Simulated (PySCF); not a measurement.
# MoO₂: triplet, from a linear start

Aim: relax MoO₂ as a triplet from a linear start, check by its vibrations whether the end is a minimum, and collect its spectrum and constants.

Computed with PySCF 2.14.0. Level: B3LYP, basis Mo def2-TZVP with ECP28, O def2-TZVP, scalar-relativistic core potentials, no spin–orbit coupling, density fitting.

## Step 1: Starting geometry

3 atoms, charge 0, spin multiplicity 3.

Bond lengths: Mo1–O2 1.780 Å, Mo1–O3 1.780 Å. Angles: O2–Mo1–O3 180.0°.

```xyz
3
charge 0 multiplicity 3
Mo    0.0000    0.0000    0.0000
O     0.0000    0.0000    1.7800
O     0.0000    0.0000   -1.7800
```

## Step 2: Finding the electronic state

The steps below are one call of a driver around PySCF. For each, scf.py gives the equivalent set-up of the SCF; relaxations use the driver's own optimiser. After this first run the driver tries any further starts and a stability analysis.

scf.py

```python
from pyscf import gto, scf, dft
mol = gto.M(atom='''
Mo     0.000000     0.000000     0.000000
O      0.000000     0.000000     1.780000
O      0.000000     0.000000    -1.780000''',
    basis={'Mo': 'def2-TZVP', 'O': 'def2-TZVP'},
    ecp={'Mo': 'def2-TZVP'},
    charge=0, spin=2)
mf = dft.UKS(mol, xc='B3LYP')
mf.grids.atom_grid = (50, 194)
aux = {'Mo': 'def2-universal-JKFIT', 'O': 'def2-universal-JKFIT'}
mf = mf.density_fit(auxbasis=aux)
mf.conv_tol = 1e-08
mf.diis_space = 10
mf.max_cycle = 60
mf.init_guess = 'minao'
mf.verbose = 4
mf.kernel()
```

On the command line:

```
$ OMP_NUM_THREADS=4 python axn.py task.json out
```

Standard output:

```text
init E= -212.187450102275
[... the frontier-level lines of each cycle are left out ...]
cycle= 1 E= -218.253961865501  delta_E= -6.07  |g|= 1.08  |ddm|= 2.75
cycle= 2 E= -209.427323717612  delta_E= 8.83  |g|=  3.9  |ddm|= 2.69
cycle= 3 E= -218.62485818132  delta_E= -9.2  |g|= 0.408  |ddm|=  2.6
cycle= 4 E= -218.696522011076  delta_E= -0.0717  |g|= 0.18  |ddm|= 0.406
cycle= 5 E= -218.709875540018  delta_E= -0.0134  |g|= 0.0144  |ddm|= 0.136
cycle= 6 E= -218.710030671693  delta_E= -0.000155  |g|= 0.00645  |ddm|= 0.0123
cycle= 7 E= -218.710084257834  delta_E= -5.36e-05  |g|= 0.00205  |ddm|= 0.00795
cycle= 8 E= -218.710100150023  delta_E= -1.59e-05  |g|= 0.00139  |ddm|= 0.00728
cycle= 9 E= -218.710101162098  delta_E= -1.01e-06  |g|= 0.000554  |ddm|= 0.0013
cycle= 10 E= -218.710101289204  delta_E= -1.27e-07  |g|= 1.48e-05  |ddm|= 0.000284
cycle= 11 E= -218.710101289338  delta_E= -1.34e-10  |g|= 3.11e-06  |ddm|= 1.41e-05
Extra cycle  E= -218.710101289322  delta_E= 1.63e-11  |g|= 8.13e-06  |ddm|= 6.35e-06
converged SCF energy = -218.710101289322  <S^2> = 2.0285553  2S+1 = 3.0189768
```

This step, with its further starts and checks, needed 7.9 s of wall time on 4 threads of Arm Neoverse V1, shared host.

Energies from each starting density:

| start | energy (Eh) |
| --- | --- |
| the minimal-basis guess | -218.710101 |
| a thermally smeared density | -218.710101 |
| a smeared PBE density | -218.710101 |

The test of internal stability and the other starts found no lower solution of this spin.

## Step 3: Linear start, triplet: relaxation

The program finds D∞h symmetry in the start, which this walk keeps. The walk stops when the largest gradient is under 0.0003 Eh/bohr and the energy has settled too.

Changes to scf.py since step 2:

```diff
@@ -16 +15,0 @@
-mf.init_guess = 'minao'
```

Steps of the walk:

| step | energy (Eh) | change (kJ/mol) | largest symmetric gradient (Eh/bohr) |
| --- | --- | --- | --- |
| 0 | -218.710101 | 0.00 | 0.02025 |
| 1 | -218.710723 | -1.63 | 0.01038 |
| 2 | -218.710916 | -2.14 | 0.00057 |
| 3 | -218.710916 | -2.14 | 0.00002 |

The walk took 5.4 s.

Geometry (Å) and forces (eV/Å) at some steps:

```
step 0
Mo   0.000   0.000   0.000   0.000   0.000   0.000
O    0.000   0.000   1.780   0.000   0.000  -1.041
O    0.000   0.000  -1.780   0.000   0.000   1.041
step 1
Mo   0.000   0.000   0.000   0.000   0.000   0.000
O    0.000   0.000   1.749   0.000   0.000   0.533
O    0.000   0.000  -1.749   0.000   0.000  -0.533
step 2
Mo   0.000   0.000   0.000   0.000   0.000   0.000
O    0.000   0.000   1.760   0.000   0.000  -0.029
O    0.000   0.000  -1.760   0.000   0.000   0.030
step 3
Mo   0.000   0.000   0.000   0.000   0.000   0.006
O    0.000   0.000   1.759   0.000   0.000  -0.004
O    0.000   0.000  -1.759   0.000   0.000  -0.002
```

After 3 steps and 2.1 kJ/mol it ends at D∞h: Mo–O 1.759 Å (×2); O–Mo–O 180.0°.

## Step 4: Frequencies

The point is checked on the finer grid, and tightened if its gradient asks for it. The Hessian and the dipole derivatives come from central differences of analytic gradients, with steps of 0.02 bohr.

Changes to scf.py since step 3:

```diff
@@ -4,2 +4,2 @@
-O      0.000000     0.000000     1.780000
-O      0.000000     0.000000    -1.780000''',
+O      0.000000    -0.000000     1.759041
+O     -0.000000     0.000000    -1.759041''',
@@ -10 +10 @@
-mf.grids.atom_grid = (50, 194)
+mf.grids.atom_grid = (75, 302)
@@ -13 +13 @@
-mf.conv_tol = 1e-08
+mf.conv_tol = 1e-10
```

This SCF starts from the last density.

Log of the central SCF (cycles and frontier levels):

```text
init E= -218.710873734191
[... the frontier-level lines of each cycle are left out ...]
cycle= 1 E= -218.71087373416  delta_E= 3.14e-11  |g|= 9.44e-06  |ddm|= 5.86e-06
Extra cycle  E= -218.710873733817  delta_E= 3.43e-10  |g|= 3.13e-05  |ddm|= 1.76e-05
converged SCF energy = -218.710873733817  <S^2> = 2.0253646  2S+1 = 3.0168623
```

The whole step took 16 s.

Geometry: D∞h; Mo–O 1.759 Å (×2); O–Mo–O 180.0°.

Modes, for the most abundant isotopes:

| symmetry | ω (cm⁻¹) | IR (km/mol) | type |
| --- | --- | --- | --- |
| πu | 262i | 193 | bend |
| σu+ | 853 | 723 | stretch |
| σg+ | 946 | 0.0 | stretch |

2 modes are imaginary, the largest at 262i cm⁻¹: a saddle point, not a minimum.

Properties at this point:

```
Dipole moment                                                   : 0.00 D
Highest occupied level                                          : -7.35 eV
Lowest empty level                                              : -4.81 eV
Rotational constants                                            : 0.1703 cm⁻¹
Zero-point energy (real modes)                                  : 10.8 kJ/mol
Principal polarisabilities                                      : 27.9, 27.9, 63.6 bohr³
Atomisation energy without zero-point energy                    : 1037 kJ/mol
Principal traceless quadrupole moments about the centre of mass : -20.46, 10.23, 10.23 D Å
Spin squared ⟨S²⟩                                               : 2.025
```

Charges (e) and bond orders:

| atom | Mulliken | Löwdin | polar tensor | spin (Mulliken) | Mayer order to Mo1 |
| --- | --- | --- | --- | --- | --- |
| Mo1 | 1.30 | 0.81 | 2.44 | 2.29 | – |
| O2,3 | -0.65 | -0.40 | -1.22 | -0.14 | 1.79 |

Outer orbital energies (eV). α occupied: -11.08, -10.48, -10.48, -8.17, -8.17, -8.06, -8.06, -7.35; empty: -4.81, -1.72, -1.72, -0.35. β occupied: -25.17, -23.44, -10.95, -10.28, -10.28, -8.44, -8.44, -7.55; empty: -3.91, -3.70, -3.70, -1.08.

Mulliken populations on Mo1 (outside its core potential): s 2.06, p 6.31, d 4.26, f 0.06.

## Step 5: Following the imaginary mode

The start is the last point, displaced along its most imaginary mode.

The program finds C2v symmetry in the start, which this walk keeps. Threshold on the gradient: 0.0003 Eh/bohr, with a further test on the energy change.

Changes to scf.py since step 4:

```diff
@@ -3,3 +3,3 @@
-Mo     0.000000     0.000000     0.000000
-O      0.000000    -0.000000     1.759041
-O     -0.000000     0.000000    -1.759041''',
+Mo     0.000000    -0.039209    -0.000000
+O     -0.000000     0.120000     1.759041
+O     -0.000000     0.120000    -1.759041''',
@@ -10 +10 @@
-mf.grids.atom_grid = (75, 302)
+mf.grids.atom_grid = (50, 194)
@@ -13 +13 @@
-mf.conv_tol = 1e-10
+mf.conv_tol = 1e-08
```

Energy and gradient, step by step:

| step | energy (Eh) | change (kJ/mol) | largest symmetric gradient (Eh/bohr) |
| --- | --- | --- | --- |
| 0 | -218.713361 | 0.00 | 0.01442 |
| 1 | -218.717079 | -9.76 | 0.02412 |
| 2 | -218.723248 | -25.96 | 0.02037 |
| 3 | -218.730535 | -45.09 | 0.02108 |
| 4 | -218.745027 | -83.14 | 0.05461 |
| 5 | -218.752890 | -103.78 | 0.01926 |
| 6 | -218.753554 | -105.53 | 0.00821 |
| 7 | -218.753647 | -105.77 | 0.00093 |
| 8 | -218.753648 | -105.77 | 0.00002 |

The walk took 15 s.

Positions (Å) and forces (eV/Å) along the way:

```
step 0
Mo   0.000  -0.039   0.000   0.000  -0.742   0.000
O    0.000   0.120   1.759   0.000   0.371  -0.575
O    0.000   0.120  -1.759   0.000   0.371   0.575
step 1
Mo   0.000  -0.096   0.000   0.000  -1.240  -0.006
O    0.000   0.149   1.735   0.000   0.620  -0.119
O    0.000   0.149  -1.735   0.000   0.620   0.125
step 4
Mo   0.000  -0.525   0.000   0.000   2.808   0.000
O    0.000   0.363   1.527   0.000  -1.404  -2.641
O    0.000   0.363  -1.527   0.000  -1.404   2.641
step 8
Mo   0.000  -0.544   0.000   0.000  -0.001   0.000
O    0.000   0.372   1.428   0.000   0.000   0.000
O    0.000   0.372  -1.428   0.000   0.000   0.000
```

End point (C2v, 8 steps, 105.8 kJ/mol gained): Mo–O 1.697 Å (×2); O–Mo–O 114.6°.

## Step 6: Vibrations and properties at this point

The same treatment as at the point before.

Changes to scf.py since step 5:

```diff
@@ -3,3 +3,3 @@
-Mo     0.000000    -0.039209    -0.000000
-O     -0.000000     0.120000     1.759041
-O     -0.000000     0.120000    -1.759041''',
+Mo     0.000000    -0.226255     0.000000
+O     -0.000000     0.691172     1.427290
+O     -0.000000     0.691172    -1.427290''',
@@ -10 +10 @@
-mf.grids.atom_grid = (50, 194)
+mf.grids.atom_grid = (75, 302)
@@ -13 +13 @@
-mf.conv_tol = 1e-08
+mf.conv_tol = 1e-10
```

Log of the central SCF (cycles and frontier levels):

```text
init E= -218.753711318985
[... the frontier-level lines of each cycle are left out ...]
cycle= 1 E= -218.753711318972  delta_E= 1.28e-11  |g|= 7.04e-06  |ddm|= 7.44e-06
Extra cycle  E= -218.753711318704  delta_E= 2.68e-10  |g|= 2.73e-05  |ddm|= 1.65e-05
converged SCF energy = -218.753711318704  <S^2> = 2.0085821  2S+1 = 3.005716
```

The whole step needed 24 s of wall time on 4 threads of Arm Neoverse V1, shared host.

Geometry: C2v; Mo–O 1.697 Å (×2); O–Mo–O 114.5°.

Harmonic modes (main isotopes):

| symmetry | ω (cm⁻¹) | IR (km/mol) | type |
| --- | --- | --- | --- |
| a1 | 308 | 0.0 | bend |
| b2 | 955 | 269 | stretch |
| a1 | 1010 | 86.1 | stretch |

Every mode is real; the point is a minimum.

Constants and moments:

```
Dipole moment                                                   : 4.51 D
Highest occupied level                                          : -6.44 eV
Lowest empty level                                              : -3.86 eV
Rotational constants                                            : 0.8307, 0.2587, 0.1973 cm⁻¹
Zero-point energy                                               : 13.6 kJ/mol
Principal polarisabilities                                      : 47.4, 49.1, 50.3 bohr³
Atomisation energy without zero-point energy                    : 1150 kJ/mol
Principal traceless quadrupole moments about the centre of mass : -7.56, 2.83, 4.73 D Å
Entropy at 298.15 K and 1 bar (electronic part: spin only)      : 276.4 J/(mol K)
Heat capacity Cp at 298.15 K                                    : 43.5 J/(mol K)
Enthalpy at 298.15 K above 0 K                                  : 11.20 kJ/mol
Rotational symmetry number                                      : 2
Spin squared ⟨S²⟩                                               : 2.009
```

Charges (e) and bond orders:

| atom | Mulliken | Löwdin | polar tensor | spin (Mulliken) | Mayer order to Mo1 |
| --- | --- | --- | --- | --- | --- |
| Mo1 | 1.15 | 0.62 | 1.48 | 1.96 | – |
| O2,3 | -0.58 | -0.31 | -0.74 | 0.02 | 2.00 |

Outer orbital energies (eV). α occupied: -11.52, -11.26, -10.78, -10.18, -9.90, -8.56, -6.60, -6.44; empty: -3.86, -2.30, -1.03, -0.21. β occupied: -25.05, -24.63, -11.32, -11.08, -10.41, -9.67, -9.56, -8.63; empty: -3.56, -3.11, -2.94, -1.66.

Mulliken populations on Mo1 (outside its core potential): s 2.43, p 6.22, d 4.14, f 0.05.

## Step 7: The points found, side by side

| spin | group | bonds | imaginary modes (cm⁻¹) | ΔE (kJ/mol) | with zero-point energy |
| --- | --- | --- | --- | --- | --- |
| triplet | C2v | Mo–O 1.697 Å (×2) | none | 0.0 | 0.0 |
| triplet | D∞h | Mo–O 1.759 Å (×2) | 262i, 262i | 112.5 | – |

## Step 8: Summary of results

```
                                          quantity                             value
                                           minimum                      triplet, C2v
                                          geometry  Mo–O 1.697 Å (×2); O–Mo–O 114.5°
                                wavenumbers (cm⁻¹)     308 (a1), 955 (b2), 1010 (a1)
                                     dipole moment                            4.51 D
highest occupied, lowest empty level (either spin)                   -6.44, -3.86 eV
                        polar-tensor charge of Mo1                           +1.48 e
                                 zero-point energy                       13.6 kJ/mol
                               entropy at 298.15 K                   276.4 J/(mol K)
         atomisation energy (no zero-point energy)                       1150 kJ/mol
                                              ⟨S²⟩                             2.009
```

In words: From D∞h at the start the molecule goes to a C2v minimum, after a stop at a second-order saddle point 112.5 kJ/mol higher, from which it was pushed off along an imaginary mode. In the infrared the band at 955 cm⁻¹ (b2, stretch) leads. Most of the spin sits on Mo1 (Mulliken spin 1.96, against 2 for the whole molecule). Only this shape and spin were tried, so other structures or states may lie lower. Open d and f shells are described by one determinant, and the ground state may have another occupation or spin.

The search up to here took 69 s.
